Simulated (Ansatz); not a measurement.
Run this with Ansatz's Python interface and show what comes out.

The script, `defect_cui.py`:
```python
# -*- coding: utf-8 -*-
import ansatz as az
import numpy as np

cui = (
    az.Lattice.of((0.0, 3.0315, 3.0315), (3.0315, 0.0, 3.0315), (3.0315, 3.0315, 0.0))
    .atom('Cu', (0.25, 0.25, 0.25))
    .atom('I', (0.0, 0.0, 0.0))
)
host = cui.supercell(2, 2, 2)
defective = host.interstitial('H', at=(0.5, 0.5, 0.5))

def with_settings(structure):
    return (
        structure.calculation()
        .scf(max_iterations=150)
        .pseudopotentials('paw')
        .basis(28 * az.Ry, density_ratio=8)
        .mixing('broyden', beta=0.7)
        .kpoints(1, 1, 1)
        .functional(exchange='pbe', correlation='lda')
        .occupations('gaussian', width=0.02)
        .band_table()
    )


perfect = with_settings(host).run().report
setup = with_settings(defective).forces()
outcome = setup.run()
summary = outcome.report

n_host, n_defect = len(perfect['lattice']['sites']), len(summary['lattice']['sites'])
print(f'perfect cell: {n_host} atoms, F = {perfect["free_energy_ev"]:.4f} eV')
print(f'defect cell:  {n_defect} atoms, F = {summary["free_energy_ev"]:.4f} eV')
print(f'difference {summary["free_energy_ev"] - perfect["free_energy_ev"]:.4f} eV (no chemical potentials)')

pull = np.linalg.norm(summary['forces_ev_ang'], axis=1)
for atom in np.argsort(-pull)[:5]:
    print(f'force on {outcome.lattice.sites[atom].symbol}{atom}: {pull[atom]:.3f} eV/A')
```

Output of `python defect_cui.py`:
```text
DeckWarning: basis.ecutwfc = 380.959407443832 eV is below the records' recommended 420 eV, and the density's cutoff is lower with it unless basis.ecutrho_ratio is high enough to keep the records' density cutoff: compare with a run at a higher cutoff
perfect cell: 16 atoms, F = -113843.1777 eV
defect cell:  17 atoms, F = -113857.3050 eV
difference -14.1273 eV (no chemical potentials)
force on Cu8: 0.366 eV/A
force on Cu4: 0.366 eV/A
force on Cu0: 0.366 eV/A
force on Cu2: 0.366 eV/A
force on I3: 0.262 eV/A
```
(Warnings from the package without file and line.)

What to keep in mind:
- The settings weren't tested for convergence.
- The cutoff lies under the one recommended for these potentials.
- The cell holds an odd number of electrons and is run without spin, so a magnetic state may lie lower.
- Extra carriers fill band states at a few k-points, so forces and energy hang on the mesh.
- Of the deposited cell: the entry's cell lengths or inner coordinates differ somewhat from later room-temperature determinations.
- The atoms stand at ideal sites; relaxing them can change energy and levels by an eV or more.
- The difference holds no chemical potentials.
- Without a Hubbard U or exact exchange, semilocal functionals often make such 3d compounds metallic or too weakly gapped.
- The structure is a deposited one; some such entries were measured under pressure or heat, so a shift against it needn't be the functional's error alone.
- The supercell is small, so the defect meets its images and the energies aren't those of an isolated defect; a partly filled defect level may also lower its energy by spin or distortion. For a charged cell the difference holds no correction, alignment or term for the electrons' reservoir.
- Wall time of the script: 33 s on 1 thread of Arm Neoverse V2, with other jobs on the host, peak memory 0.88 GiB.
